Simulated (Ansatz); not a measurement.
# BFH5NO: the cost of one run

Program: Ansatz 0.2.0. Level of theory: RKS PBE-D4/6-31G*. These are calculated values, not measurements.

## Step 1: The system as given

Bond lengths: B1–N3 1.550 Å, N3–H4 1.060 Å, N3–H5 1.060 Å, B1–O6 1.410 Å, O6–H7 1.010 Å, B1–F8 1.620 Å. Angles: B1–N3–H4 120.0°, B1–N3–H5 120.0°, H4–N3–H5 120.0°, N3–B1–O6 120.0°, N3–B1–F8 96.8°, O6–B1–F8 101.3°, B1–O6–H7 109.5°.

Structure file:

```xyz
9

B     0.0000    0.0000    0.0000
H     0.0000    0.0000    1.5400
N     1.3423    0.0000   -0.7750
H     1.8089   -0.9179   -1.0268
H     1.7937    0.9179   -1.0532
O    -1.2211    0.0000   -0.7050
H    -1.7308   -0.8467   -0.4965
F     0.0726    1.5356    0.5108
H     0.0410    0.8666    1.4996
```

## Step 2: Pulling towards end A

Springs on the bonds that form and break draw the guess towards this end; the thresholds are loose.

input.yaml

```yaml
crystal:
  periodic: [false, false, false]
  atoms:
    - { symbol: B, position_ang: [0.0, 0.0, 0.0] }
    - { symbol: H, position_ang: [0.0, 0.0, 1.54] }
    - { symbol: "N", position_ang: [1.3423, 0.0, -0.775] }
    - { symbol: H, position_ang: [1.8089, -0.9179, -1.0268] }
    - { symbol: H, position_ang: [1.7937, 0.9179, -1.0532] }
    - { symbol: O, position_ang: [-1.2211, 0.0, -0.705] }
    - { symbol: H, position_ang: [-1.7308, -0.8467, -0.4965] }
    - { symbol: F, position_ang: [0.0726, 1.5356, 0.5108] }
    - { symbol: H, position_ang: [0.041, 0.8666, 1.4996] }
basis:
  gaussian: { orbitals: "6-31G*" }
hamiltonian:
  xc: pbe
  dispersion: d4
relax:
  f_tol: 0.15
  max_steps: 25
  restrain:
    - { distance: [0, 7], at: 2.52, k: 30.0 }
    - { distance: [8, 1], at: 1.86, k: 30.0 }
    - { distance: [0, 1], at: 1.19, k: 30.0 }
    - { distance: [8, 7], at: 0.92, k: 30.0 }
output:
  orbitals: {}
```

Started as:

```sh
> ansatz run input.yaml --threads 1 --pin off --max-ram 2048MiB --backend cpu --events-out ev --progress --plain --runs-dir out
```

**Question.** How long does this run take on 1 thread of Intel Xeon Platinum 8375C at 2.90GHz (Ice Lake), shared host, and how much memory does it need?

About 27 s, with a peak of 0.17 GiB.
